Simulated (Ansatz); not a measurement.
# Ga11N10 wurtzite ring sphere (Ga₁₁N₁₀H₂₈−): single points with varied inputs

Aim: run Ga11N10 wurtzite ring sphere (Ga₁₁N₁₀H₂₈−) under a spread of inputs, and see what each costs and gives.

Program: Ansatz 0.2.0, Gaussian basis. Level of theory: the settings change from run to run. These are calculated values, not measurements.

### 1 The molecule

The structure was relaxed beforehand with PBE-D4/def2-SVP.

49 atoms, charge -1, spin multiplicity 1.

Atoms are counted from 1 here; the program's logs count them from 0.

Bond lengths: Ga1–N2 2.055 Å, Ga1–N6 1.983 Å, Ga1–H22 1.593 Å, Ga1–H23 1.593 Å, N2–Ga8 1.977 Å, N2–H24 1.030 Å, N2–H25 1.030 Å, Ga3–N4 2.083 Å, Ga3–N7 1.965 Å, Ga3–H26 1.603 Å, Ga3–H27 1.590 Å, N4–Ga9 2.001 Å, N4–H28 1.030 Å, N4–H29 1.030 Å, Ga5–N6 2.000 Å, Ga5–N7 2.022 Å, Ga5–H30 1.597 Å, Ga5–H31 1.608 Å and more. Angles: N2–Ga1–N6 99.3°, N2–Ga1–H22 105.2°, N2–Ga1–H23 105.2°, N6–Ga1–H22 112.0°, N6–Ga1–H23 112.0°, H22–Ga1–H23 120.3°, Ga1–N2–Ga8 112.3°, Ga1–N2–H24 107.8°, Ga1–N2–H25 107.8°, Ga8–N2–H24 109.9°, Ga8–N2–H25 109.9°, H24–N2–H25 109.0°, N4–Ga3–N7 101.6°, N4–Ga3–H26 101.0°, N4–Ga3–H27 103.1°, N7–Ga3–H26 111.8°, N7–Ga3–H27 114.3°, H26–Ga3–H27 121.4° and more.

### 2 r2SCAN0/def2-TZVP

This run has multiplicity 3, atoms shaken by 0.08 Å, density fitting with def2-universal-jkfit, a grid of angular degree 11.

in.yaml

```yaml
crystal:
  periodic: [false, false, false]
  atoms:
    - {symbol: Ga, position_ang: [-2.547950, -1.351472, -2.762962]}
    - {symbol: N, position_ang: [-2.432433, -1.353836, -0.772570]}
    - {symbol: Ga, position_ang: [0.745109, -3.330279, -0.329072]}
    - {symbol: N, position_ang: [0.716362, -3.149870, 1.644762]}
    - {symbol: Ga, position_ang: [0.960954, -1.410235, -2.869469]}
    - {symbol: N, position_ang: [-0.670002, -0.473046, -3.320729]}
    - {symbol: N, position_ang: [0.799133, -1.548540, -0.850542]}
    - {symbol: Ga, position_ang: [-0.654028, -0.414503, -0.331069]}
    - {symbol: Ga, position_ang: [0.837038, -1.373417, 2.553802]}
    - {symbol: N, position_ang: [-0.746816, -0.502544, 1.839251]}
    - {symbol: Ga, position_ang: [-0.924193, 1.334515, -2.813596]}
    - {symbol: N, position_ang: [-0.861310, 1.431871, -0.902937]}
    - {symbol: Ga, position_ang: [-2.628016, 2.287783, -0.252127]}
    - {symbol: Ga, position_ang: [-0.789615, 1.221982, 2.691291]}
    - {symbol: N, position_ang: [-2.181493, 2.427168, 1.854726]}
    - {symbol: Ga, position_ang: [2.582339, -0.629715, -0.178156]}
    - {symbol: N, position_ang: [2.397328, -0.458104, 1.741530]}
    - {symbol: N, position_ang: [2.219327, 1.419022, -0.841044]}
    - {symbol: Ga, position_ang: [0.905318, 2.399133, -0.113660]}
    - {symbol: Ga, position_ang: [2.535600, 1.513211, 2.582827]}
    - {symbol: N, position_ang: [0.710673, 2.185020, 1.867300]}
    - {symbol: H, position_ang: [-2.197674, -3.042456, -3.264203]}
    - {symbol: H, position_ang: [-3.691592, -0.495654, -3.166163]}
    - {symbol: H, position_ang: [-2.312223, -2.228980, -0.368128]}
    - {symbol: H, position_ang: [-3.161462, -0.794580, -0.376878]}
    - {symbol: H, position_ang: [-0.880872, -3.880028, -0.374296]}
    - {symbol: H, position_ang: [1.888451, -4.159873, -0.722397]}
    - {symbol: H, position_ang: [0.034309, -3.868970, 2.347268]}
    - {symbol: H, position_ang: [1.656590, -3.765831, 2.096879]}
    - {symbol: H, position_ang: [0.875510, -2.904250, -3.343826]}
    - {symbol: H, position_ang: [2.069657, -0.348182, -3.214750]}
    - {symbol: H, position_ang: [-0.618638, -0.494777, -4.280204]}
    - {symbol: H, position_ang: [0.806425, -1.623558, 4.197625]}
    - {symbol: H, position_ang: [-1.681271, -0.871498, 2.197889]}
    - {symbol: H, position_ang: [-1.998618, 2.236870, -3.238404]}
    - {symbol: H, position_ang: [0.695237, 2.136315, -3.289157]}
    - {symbol: H, position_ang: [-3.774167, 1.218998, -0.539857]}
    - {symbol: H, position_ang: [-2.667473, 3.730639, -0.798244]}
    - {symbol: H, position_ang: [-0.998288, 1.450656, 4.232182]}
    - {symbol: H, position_ang: [-3.265698, 2.011499, 2.229768]}
    - {symbol: H, position_ang: [-2.436986, 3.363935, 2.115179]}
    - {symbol: H, position_ang: [3.800053, -1.154298, -0.483261]}
    - {symbol: H, position_ang: [3.239152, -0.920469, 2.137518]}
    - {symbol: H, position_ang: [2.229251, 1.297315, -1.897852]}
    - {symbol: H, position_ang: [3.226032, 1.803199, -0.571849]}
    - {symbol: H, position_ang: [0.710904, 3.943223, -0.520252]}
    - {symbol: H, position_ang: [2.615883, 1.455897, 4.192686]}
    - {symbol: H, position_ang: [3.891824, 2.171752, 1.633587]}
    - {symbol: H, position_ang: [0.787007, 3.180623, 2.415045]}
basis:
  gaussian: {orbitals: def2-TZVP, fitting: {mean_field: def2-universal-jkfit}, final_grid: {core_spheres: 5, valence_spheres: 4, degree: 11}}
total_charge: -1
magnetization: {spin_polarized: true, initial_magnetization: 2}
hamiltonian: {xc: {name: r2SCAN0}}
scf: {omitted_lower_state_checks: [starts]}
output: {forces: true}
```

On the command line:

```
$ ansatz run in.yaml --threads 4 --pin off --events-out ev --progress --plain --max-ram 46080MiB --backend cuda --devices 0, --max-vram 37GiB
```

Output:

```text
Functional definition: r2SCAN0
  name "r2SCAN0"
  cite "Bursch, Neugebauer, Ehlert & Grimme, J. Chem. Phys. 156, 134105 (2022) doi:10.1063/5.0086040"
  cite "Furness, Kaplan, Ning, Perdew & Sun, J. Phys. Chem. Lett. 11, 8208 (2020) doi:10.1021/acs.jpclett.0c02405"
  cite "Furness, Kaplan, Ning, Perdew & Sun, J. Phys. Chem. Lett. 11, 9248 (2020) doi:10.1021/acs.jpclett.0c03077"
  parent r2scan
  parameter a = 0.25
  parameter k0 = 0.174
  parameter k1 = 0.065
  parameter a1 = 4.9479
  exchange = (1 - a)*r2scan_x(k0 = k0, k1 = k1, a1 = a1) + a*exact_x
  correlation = r2scan_c
these checks for a lower state are left out or cut short: starts
4200 factors; integrals over basis functions are off by at most 7.1e-1 eV
mean field evaluation 1: about -591463.2363 eV, gradient 1.2e2 eV
mean field evaluation 2: about -591318.6699 eV, gradient 2.1e2 eV
mean field evaluation 4: about -591507.6143 eV, gradient 2.0e1 eV
mean field evaluation 8: about -591509.2798 eV, gradient 1.5e0 eV
mean field evaluation 16: about -591508.9903 eV, gradient 1.5e-1 eV
mean field evaluation 32: about -591508.9934 eV, gradient 7.0e-3 eV
mean field -591508.99338241 eV, -21737.5545676074 hartree, gradient 6.0e-7 eV, S^2 2.021062; 0 other end points of the search recorded, 0 dependent functions left out
the calculation of the forces begins
reference -591508.99342634 eV, -21737.5545692218 hartree; 221, 219 occupied and 785, 787 virtual orbitals, 4200 factors
Total energy: -591508.99342634 eV, -21737.5545692218 hartree
Atom 0 at    -2.547950    -1.351472    -2.762962 Å, force     2.228251    -2.735207     0.054736 eV/Å
Atom 1 at    -2.432433    -1.353836    -0.772570 Å, force     1.478086     2.258207    -1.874654 eV/Å
Atom 2 at     0.745109    -3.330279    -0.329072 Å, force    -3.099159    -0.842607     0.764733 eV/Å
Atom 3 at     0.716362    -3.149870     1.644762 Å, force     1.902499    -4.848865     5.977840 eV/Å
Atom 4 at     0.960954    -1.410235    -2.869469 Å, force    -0.010530    -0.657250     1.501938 eV/Å
Atom 5 at    -0.670002    -0.473046    -3.320729 Å, force    -1.282857     0.247284     2.721519 eV/Å
Atom 6 at     0.799133    -1.548540    -0.850542 Å, force     1.467205     3.156299    -0.627250 eV/Å
Atom 7 at    -0.654028    -0.414503    -0.331069 Å, force    -0.890543    -0.623252     1.813590 eV/Å
Atom 8 at     0.837038    -1.373417     2.553802 Å, force    -0.213323    -0.826171     0.317468 eV/Å
Atom 9 at    -0.746816    -0.502544     1.839251 Å, force    -0.998368     0.341533    -0.556558 eV/Å
Atom 10 at    -0.924193     1.334515    -2.813596 Å, force     1.126552    -0.447283     1.306087 eV/Å
Atom 11 at    -0.861310     1.431871    -0.902937 Å, force     1.119707    -0.462984     0.350736 eV/Å
Atom 12 at    -2.628016     2.287783    -0.252127 Å, force     0.867697    -0.348661     1.179430 eV/Å
Atom 13 at    -0.789615     1.221982     2.691291 Å, force    -0.701481     1.488609    -0.330245 eV/Å
Atom 14 at    -2.181493     2.427168     1.854726 Å, force    -4.676523    -2.322448    -0.629813 eV/Å
Atom 15 at     2.582339    -0.629715    -0.178156 Å, force    -5.764782     1.603075     0.733096 eV/Å
Atom 16 at     2.397328    -0.458104     1.741530 Å, force     0.112808     0.301743     1.650501 eV/Å
Atom 17 at     2.219327     1.419022    -0.841044 Å, force     5.350375    -1.923559    -1.526830 eV/Å
Atom 18 at     0.905318     2.399133    -0.113660 Å, force    -3.863832     2.216089     1.280196 eV/Å
Atom 19 at     2.535600     1.513211     2.582827 Å, force     0.315448    -0.624994    -1.407229 eV/Å
Atom 20 at     0.710673     2.185020     1.867300 Å, force     2.166994     2.337383     1.948826 eV/Å
Atom 21 at    -2.197674    -3.042456    -3.264203 Å, force    -0.513337     1.864829     0.453131 eV/Å
Atom 22 at    -3.691592    -0.495654    -3.166163 Å, force    -0.885995     0.807274    -0.492479 eV/Å
Atom 23 at    -2.312223    -2.228980    -0.368128 Å, force    -0.027473    -1.851803     0.823805 eV/Å
Atom 24 at    -3.161462    -0.794580    -0.376878 Å, force    -0.441020    -0.042485     0.531756 eV/Å
Atom 25 at    -0.880872    -3.880028    -0.374296 Å, force     0.998076     0.223769    -0.389523 eV/Å
Atom 26 at     1.888451    -4.159873    -0.722397 Å, force     1.347576    -1.001206    -0.529917 eV/Å
Atom 27 at     0.034309    -3.868970     2.347268 Å, force     1.590114     2.824782    -3.023727 eV/Å
Atom 28 at     1.656590    -3.765831     2.096879 Å, force    -2.675289     2.460612    -2.029112 eV/Å
Atom 29 at     0.875510    -2.904250    -3.343826 Å, force     0.194635     0.072804    -0.365900 eV/Å
Atom 30 at     2.069657    -0.348182    -3.214750 Å, force     0.437467    -0.012058    -0.223026 eV/Å
Atom 31 at    -0.618638    -0.494777    -4.280204 Å, force    -0.482787    -0.153968    -3.040211 eV/Å
Atom 32 at     0.806425    -1.623558     4.197625 Å, force     0.224511     0.333526    -0.969306 eV/Å
Atom 33 at    -1.681271    -0.871498     2.197889 Å, force     1.571460     0.103242    -0.862559 eV/Å
Atom 34 at    -1.998618     2.236870    -3.238404 Å, force    -1.094784     1.100847    -1.072241 eV/Å
Atom 35 at     0.695237     2.136315    -3.289157 Å, force    -0.443814    -0.246319     0.204260 eV/Å
Atom 36 at    -3.774167     1.218998    -0.539857 Å, force     0.332830     0.189588    -0.014248 eV/Å
Atom 37 at    -2.667473     3.730639    -0.798244 Å, force    -0.171507     0.336105    -0.161347 eV/Å
Atom 38 at    -0.998288     1.450656     4.232182 Å, force     0.364314    -0.287216     0.037759 eV/Å
Atom 39 at    -3.265698     2.011499     2.229768 Å, force     3.428006     0.531438    -1.039272 eV/Å
Atom 40 at    -2.436986     3.363935     2.115179 Å, force     0.881132     0.958497     0.275146 eV/Å
Atom 41 at     3.800053    -1.154298    -0.483261 Å, force     3.955791    -1.589426    -1.331761 eV/Å
Atom 42 at     3.239152    -0.920469     2.137518 Å, force    -0.756994     0.392159    -0.556897 eV/Å
Atom 43 at     2.229251     1.297315    -1.897852 Å, force    -0.097256     0.348782     1.824391 eV/Å
Atom 44 at     3.226032     1.803199    -0.571849 Å, force    -2.751495    -0.917948    -0.796717 eV/Å
Atom 45 at     0.710904     3.943223    -0.520252 Å, force     0.251949    -0.462962     0.132219 eV/Å
Atom 46 at     2.615883     1.455897     4.192686 Å, force    -0.028250     0.068283    -0.590898 eV/Å
Atom 47 at     3.891824     2.171752     1.633587 Å, force    -1.272067    -0.438992     0.809123 eV/Å
Atom 48 at     0.787007     3.180623     2.415045 Å, force    -0.570017    -2.899099    -2.250564 eV/Å
Dipole moment:     0.581701     0.318082    -0.414779 e Å
Checks for a lower state left out: starts
```

It took 64 s on 1 × H100 (card shared with other runs) with 4 threads of AMD EPYC 7R13, shared host; peak host memory 5.3 GiB.

Largest force 7.929 eV/Å, ⟨S²⟩ 2.021.

(Part 1 of 2 ends here.)
